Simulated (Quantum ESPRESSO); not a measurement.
CaB2 under changes of volume

One of the cells (12.223 Å³/atom); the others are scaled copies at fixed shape and fractional positions:

```xyz
3
Lattice="3.2264 0.0000 0.0000 -1.6132 2.7942 0.0000 0.0000 0.0000 4.0674" Properties=species:S:1:pos:R:3 pbc="T T T"
Ca    0.0000    0.0000    0.0000
B     1.6132    0.9314    2.0337
B     0.0000    1.8628    2.0337
```

The cell comes from a database or a generator and needn't be the stable form of this composition.

```yaml
Program: Quantum ESPRESSO 7.5
Functional: PBE
Potentials_or_basis: SSSP 1.3 efficiency PBE
Cutoff: 748 eV
Density_cutoff: 5987 eV
k_mesh: 9 × 9 × 7
Occupations: fermi-dirac, width 0.05 eV
Spin: no spin polarisation
```

| volume (Å³/atom) | energy over the lowest point (meV/atom) | pressure (GPa) |
| --- | --- | --- |
| 11.489 | 16.10 | 7.8 |
| 11.734 | 6.47 | 4.7 |
| 11.978 | ? | ? |
| 12.223 | 0.00 | -0.5 |
| 12.467 | 2.42 | -2.8 |
| 12.712 | 8.16 | -4.9 |
| 12.956 | 16.93 | -6.8 |

Problem. What does the run at 11.978 Å³/atom give?

Solution. Energy over the lowest point 1.23 meV/atom; pressure 2.0 GPa.

Worked out: A Birch-Murnaghan fit of order 3 (a polynomial in V^(-2/3)) to the other rows has its minimum at 12.18 Å³/atom with B0 = V·E''(V) = 121 GPa and B' = 3.5 at fixed shape and positions, which overstates the stiffness. It gives 1.25 meV/atom at 11.978 Å³/atom, against the run's 1.23, and -dE/dV = 2.1 GPa, against 2.0.

Energies are extrapolated to zero smearing.
